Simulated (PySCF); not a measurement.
# RbHg: from the state search to spectroscopic constants

One table from this session's results is given with a row withheld; the runs are named, their logs left out.

Method: Rb def2-SVP with ECP28, Hg def2-SVP with ECP60, scalar-relativistic core potentials; program: PySCF 2.14.0.

The first run:

The job is set up so:

* atoms: Rb, Hg
* charge: 0
* basis: Rb def2-SVP with ECP28, Hg def2-SVP with ECP60
* Hamiltonian: scalar-relativistic core potentials
* basis functions: 56
* electrons treated: 29
* masses in u: 84.9118, 201.9706
* levels: PBE0, PBE, r²SCAN, M06-2X, r²SCAN0, B3LYP, LC-ωPBE, HF, MP2, SCS-MP2
* grid: 80 radial by 434 angular points
* occupations: held fixed by the projection of orbital angular momentum
* dissociation limit: Rb + Hg, each in its ground configuration
* starting distance in angstrom: 3.435
* values of 2S to try: 1, 3

Among the steps run: The job; PBE0 along the bond; Other states along the same grid; PBE (GGA); r²SCAN; M06-2X (hybrid meta-GGA); r²SCAN0 (hybrid meta-GGA); B3LYP; LC-ωPBE; UHF.

One table of the session follows, with a row left open; its other results are not shown here.

| level | Re (Å) | ωe (cm⁻¹) | De (eV) |
| --- | --- | --- | --- |
| UHF-MP2 | 4.574 | 10.5 | 0.032 |
| UHF-SCS-MP2 | 5.117 | 8.0 | 0.021 |
| PBE | 4.142 | 26.9 | 0.069 |
| r²SCAN | 4.117 | 25.5 | 0.070 |
| B3LYP | ? | ? | ? |
| PBE0 | 4.245 | 22.5 | 0.047 |
| r²SCAN0 | 4.210 | 22.2 | 0.059 |
| M06-2X | 4.078 | 32.3 | 0.093 |
| LC-ωPBE | 4.903 | 8.2 | 0.008 |

Estimate the missing values for B3LYP.

**Answer.** Re (Å): 4.325; ωe (cm⁻¹): 20.3; De (eV): 0.032. In the column «Re (Å)» it lies between PBE0 (4.245) and UHF-MP2 (4.574).

De is counted to Rb + Hg in their ground configurations. No constants: UHF (no minimum is bracketed among the points kept).

Limits of these values: The bond is weak, and basis-set superposition, which was not computed, may be a sizeable part of it.
